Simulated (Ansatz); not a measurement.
# triplet C2H5NSi: levels of theory compared

Wanted: a comparison of 6 runs (UHF/3-21G, UB3LYP/6-31G*, U-revPBE/cc-pVDZ, UB3LYP/cc-pVDZ, RPA@PBE0/cc-pVDZ, UMP2/cc-pVDZ) of triplet C2H5NSi. 

The results are computed with Ansatz 0.2.0.

59 further runs of the same task are left out: 1 that didn't finish, 58 set aside as unsound or not needed.

**1. The structure to begin with**

C2H5NSi: 9 atoms, total charge 0, spin state triplet. As SMILES of the parent species, `C[SiH2]C#N`. The shape is that of a PBE0-D4/def2-TZVP optimisation. That shape belongs to the parent species and isn't relaxed for this state.

Bond lengths: C1–Si2 1.859 Å, Si2–C3 1.855 Å, C3–N4 1.152 Å, C1–H5 1.092 Å, C1–H6 1.092 Å, C1–H7 1.092 Å, Si2–H8 1.482 Å, Si2–H9 1.482 Å. Some angles: C1–Si2–C3 108.8°, Si2–C3–N4 178.8°, C1–Si2–H8 112.7°, C1–Si2–H9 112.7°, C3–Si2–H8 106.1°, C3–Si2–H9 106.1°, Si2–C1–H5 110.7°, Si2–C1–H6 110.7°, Si2–C1–H7 110.1°, H8–Si2–H9 110.0°.

**2. A single-point energy at UHF/3-21G (run 1)**

The input, run.yaml:

```yaml
crystal:
  periodic: [false, false, false]
  atoms:
    - {symbol: C, position_ang: [-0.672000, 0.931100, -0.497500]}
    - {symbol: Si, position_ang: [-0.146800, -0.554600, 0.488300]}
    - {symbol: C, position_ang: [1.638300, -0.910100, 0.129800]}
    - {symbol: N, position_ang: [2.747300, -1.112400, -0.107600]}
    - {symbol: H, position_ang: [-0.554100, 0.746100, -1.566800]}
    - {symbol: H, position_ang: [-0.072800, 1.803400, -0.229800]}
    - {symbol: H, position_ang: [-1.721900, 1.160400, -0.300900]}
    - {symbol: H, position_ang: [-0.893300, -1.779400, 0.117000]}
    - {symbol: H, position_ang: [-0.236400, -0.330800, 1.950300]}
basis:
  gaussian:
    orbitals: 3-21G.json
magnetization:
  spin_polarized: true
  initial_magnetization: 2
hamiltonian:
  xc: hf
accuracy: high
output: {orbitals: {seedname: orbitals}}
```

The basis set 3-21G is read from a file made from the Basis Set Exchange's data (not shown).

Command:

```console
$ ansatz run run.yaml --threads 1 --pin off --max-ram 3480MiB --events-out events.jsonl --progress --plain --runs-dir runs
```

What it wrote:

```text
Warning: RAYON_NUM_THREADS=1 ignored (pool sized by the plan → 1); use --threads N
Functional definition: HF
  name "HF"
  exchange = exact_x
  correlation = 0
1194 factors; integrals over basis functions are off by at most 3.3e-8 eV
mean field evaluation 1: about -11409.0764 eV, gradient 2.4e1 eV
mean field evaluation 2: about -11409.4598 eV, gradient 2.4e1 eV
mean field evaluation 4: about -11414.7955 eV, gradient 4.9e0 eV
mean field evaluation 8: about -11415.9462 eV, gradient 6.9e-1 eV
mean field evaluation 16: about -11415.9632 eV, gradient 3.3e-2 eV
mean field evaluation 32: about -11416.8545 eV, gradient 1.9e-2 eV
mean field evaluation 64: about -11416.8295 eV, gradient 2.7e-1 eV
mean field evaluation 96: about -11416.8314 eV, gradient 4.1e-2 eV
mean field evaluation 128: about -11414.5882 eV, gradient 1.2e1 eV
mean field evaluation 160: about -11416.8415 eV, gradient 4.3e-2 eV
mean field evaluation 192: about -11416.8427 eV, gradient 6.1e-1 eV
mean field evaluation 224: about -11415.8879 eV, gradient 5.3e-1 eV
mean field evaluation 256: about -11415.9625 eV, gradient 2.2e-1 eV
mean field evaluation 288: about -11411.2623 eV, gradient 3.2e0 eV
mean field evaluation 320: about -11415.9632 eV, gradient 3.7e-3 eV
mean field evaluation 352: about -11405.1746 eV, gradient 1.2e1 eV
mean field -11416.85501978 eV, -419.5616833547 hartree, gradient 8.8e-8 eV, S^2 2.010903; 4 other end points of the search recorded, 0 dependent functions left out
reference -11416.85501978 eV, -419.5616833547 hartree; 20, 18 occupied and 30, 32 virtual orbitals, 1194 factors
Total energy: -11416.85501978 eV, -419.5616833547 hartree
```

It took 2 s on 1 thread of AMD EPYC 9R45 (Zen 5), shared host; peak memory 0.17 GiB.

**3. The energy at UB3LYP/6-31G(d) (spherical functions) (run 2)**

The input, run.yaml:

```yaml
crystal:
  periodic: [false, false, false]
  atoms:
    - symbol: C
      position_ang: [-0.672000, 0.931100, -0.497500]
    - symbol: Si
      position_ang: [-0.146800, -0.554600, 0.488300]
    - symbol: C
      position_ang: [1.638300, -0.910100, 0.129800]
    - symbol: "N"
      position_ang: [2.747300, -1.112400, -0.107600]
    - symbol: H
      position_ang: [-0.554100, 0.746100, -1.566800]
    - symbol: H
      position_ang: [-0.072800, 1.803400, -0.229800]
    - symbol: H
      position_ang: [-1.721900, 1.160400, -0.300900]
    - symbol: H
      position_ang: [-0.893300, -1.779400, 0.117000]
    - symbol: H
      position_ang: [-0.236400, -0.330800, 1.950300]
basis:
  gaussian:
    orbitals: 6-31G_st_-spherical.json
magnetization:
  spin_polarized: true
  initial_magnetization: 2
hamiltonian:
  xc: {name: B3LYP}
accuracy: high
output: {orbitals: {seedname: orbitals}}
```

The basis set 6-31G* is read from a file made from the Basis Set Exchange's data (not shown).

Command:

```console
$ ansatz run run.yaml --threads 1 --pin off --max-ram 3480MiB --events-out events.jsonl --progress --plain --runs-dir runs
```

What it wrote:

```text
Warning: RAYON_NUM_THREADS=1 ignored (pool sized by the plan → 1); use --threads N
Functional definition: B3LYP
  name "B3LYP"
  parameter a0 = 0.2
  parameter ax = 0.72
  parameter ac = 0.81
  exchange = (1 - a0 - ax)*slater_x + ax*b88_x + a0*exact_x
  correlation = (1 - ac)*vwn_rpa_c + ac*lyp_c
1621 factors; integrals over basis functions are off by at most 4.0e-9 eV
mean field evaluation 1: about -11502.3220 eV, gradient 4.7e1 eV
mean field evaluation 2: about -11373.9945 eV, gradient 1.4e2 eV
mean field evaluation 4: about -11510.1234 eV, gradient 3.1e1 eV
mean field evaluation 8: about -11516.5571 eV, gradient 4.9e-1 eV
mean field evaluation 16: about -11516.7634 eV, gradient 1.5e-2 eV
mean field evaluation 32: about -11516.7635 eV, gradient 1.8e-5 eV
mean field evaluation 64: about -11516.5988 eV, gradient 1.2e0 eV
mean field -11516.76345767 eV, -423.2332507267 hartree, gradient 6.5e-8 eV, S^2 2.004406; 6 other end points of the search recorded, 0 dependent functions left out
reference -11516.76349532 eV, -423.2332521103 hartree; 20, 18 occupied and 50, 52 virtual orbitals, 1621 factors
Total energy: -11516.76349532 eV, -423.2332521103 hartree
```

Run time: 9.6 s. Hardware: 1 thread of AMD EPYC 9R45 (Zen 5), shared host; peak memory 0.34 GiB.

**4. A single-point energy at U-revPBE/cc-pVDZ (run 3)**

The input, run.yaml:

```yaml
crystal:
  periodic: [false, false, false]
  atoms:
    - {symbol: C, position_ang: [-0.672000, 0.931100, -0.497500]}
    - {symbol: Si, position_ang: [-0.146800, -0.554600, 0.488300]}
    - {symbol: C, position_ang: [1.638300, -0.910100, 0.129800]}
    - {symbol: "N", position_ang: [2.747300, -1.112400, -0.107600]}
    - {symbol: H, position_ang: [-0.554100, 0.746100, -1.566800]}
    - {symbol: H, position_ang: [-0.072800, 1.803400, -0.229800]}
    - {symbol: H, position_ang: [-1.721900, 1.160400, -0.300900]}
    - {symbol: H, position_ang: [-0.893300, -1.779400, 0.117000]}
    - {symbol: H, position_ang: [-0.236400, -0.330800, 1.950300]}
basis:
  gaussian:
    orbitals: cc-pVDZ
magnetization:
  spin_polarized: true
  initial_magnetization: 2
hamiltonian:
  xc: {name: revPBE}
accuracy: high
output:
  orbitals: {seedname: orbitals}
```

Command:

```console
$ ansatz run run.yaml --threads 1 --pin off --max-ram 3480MiB --events-out events.jsonl --progress --plain --runs-dir runs
```

What it wrote, shortened:

```text
Warning: RAYON_NUM_THREADS=1 ignored (pool sized by the plan → 1); use --threads N
Functional definition: revPBE
  name "revPBE"
[...]
1991 factors; integrals over basis functions are off by at most 3.9e-9 eV
[...]
mean field -11514.14072554 eV, -423.1368670988 hartree, gradient 7.8e-9 eV, S^2 2.003522; 8 other end points of the search recorded, 0 dependent functions left out
reference -11514.14072960 eV, -423.1368672479 hartree; 20, 18 occupied and 65, 67 virtual orbitals, 1991 factors
Total energy: -11514.14072960 eV, -423.1368672479 hartree
```

Wall time 32 s (1 thread of AMD EPYC 9R45 (Zen 5), shared host); peak memory 0.31 GiB.

Runs 4 to 5 aren't shown in full; the table further down has their settings and results.

**5. A single-point energy at UMP2/cc-pVDZ (run 6)**

The input, in.yaml:

```yaml
crystal:
  periodic: [false, false, false]
  atoms:
    - symbol: C
      position_ang: [-0.672000, 0.931100, -0.497500]
    - symbol: Si
      position_ang: [-0.146800, -0.554600, 0.488300]
    - symbol: C
      position_ang: [1.638300, -0.910100, 0.129800]
    - symbol: "N"
      position_ang: [2.747300, -1.112400, -0.107600]
    - symbol: H
      position_ang: [-0.554100, 0.746100, -1.566800]
    - symbol: H
      position_ang: [-0.072800, 1.803400, -0.229800]
    - symbol: H
      position_ang: [-1.721900, 1.160400, -0.300900]
    - symbol: H
      position_ang: [-0.893300, -1.779400, 0.117000]
    - symbol: H
      position_ang: [-0.236400, -0.330800, 1.950300]
basis:
  gaussian:
    orbitals: cc-pVDZ
magnetization:
  spin_polarized: true
  initial_magnetization: 2
correlation:
  method: mp2
  frozen_orbitals: {C: 1, H: 0, "N": 1, Si: 5}
accuracy: high
```

Command:

```console
$ ansatz run in.yaml --threads 1 --pin off --max-ram 3480MiB --events-out events.jsonl --progress --plain --runs-dir runs
```

What it wrote, shortened:

```text
Warning: RAYON_NUM_THREADS=1 ignored (pool sized by the plan → 1); use --threads N
[... 2 set-up lines as earlier in the session ...]
[...]
1991 factors; integrals over basis functions are off by at most 3.9e-9 eV
[...]
mean field -11479.28384182 eV, -421.8559002488 hartree, gradient 2.8e-8 eV, S^2 2.014421; 9 other end points of the search recorded, 0 dependent functions left out
8 core orbitals not correlated: weight in the atoms' cores, before any rotation towards them, 1.000 or more for the frozen orbitals, at most 0.000 for the correlated occupied ones
reference -11479.28384182 eV, -421.8559002488 hartree; 12, 10 occupied and 65, 67 virtual orbitals, 1991 factors
second order -12.31727398 eV of doubles, -0.00000000 eV of singles
Total energy: -11491.60111580 eV, -422.3085517186 hartree
```

It took 17 s on 1 thread of AMD EPYC 9R45 (Zen 5), shared host; peak memory 0.36 GiB.

**6. All runs side by side**

```
run                                level  frozen core orbitals  energy (Eh)  HOMO energy (eV)   ⟨S²⟩  wall time
  1                            UHF/3-21G                     –  -419.561683             -6.95  2.011        2 s
  2  UB3LYP/6-31G* (spherical functions)                     –  -423.233252             -3.22  2.004      9.6 s
  3                     U-revPBE/cc-pVDZ                     –  -423.136867             -2.10  2.004       32 s
  4                       UB3LYP/cc-pVDZ                     –  -423.255200             -3.24  2.005       11 s
  5                     RPA@PBE0/cc-pVDZ                     8  -422.562518                 –  2.005       23 s
  6                         UMP2/cc-pVDZ                     8  -422.308552                 –  2.014       17 s
```

**7. Summary of results**

```
                                          quantity          value
                               run 6: total energy  -422.30855 Eh
run 6: correlation energy (8 core orbitals frozen)     -452.7 mEh
          run 6: ⟨S²⟩ of the reference determinant          2.014
```

**Reading.** Totals of different functionals can't be ranked against each other. All runs together took 95 s, the longest 32 s.
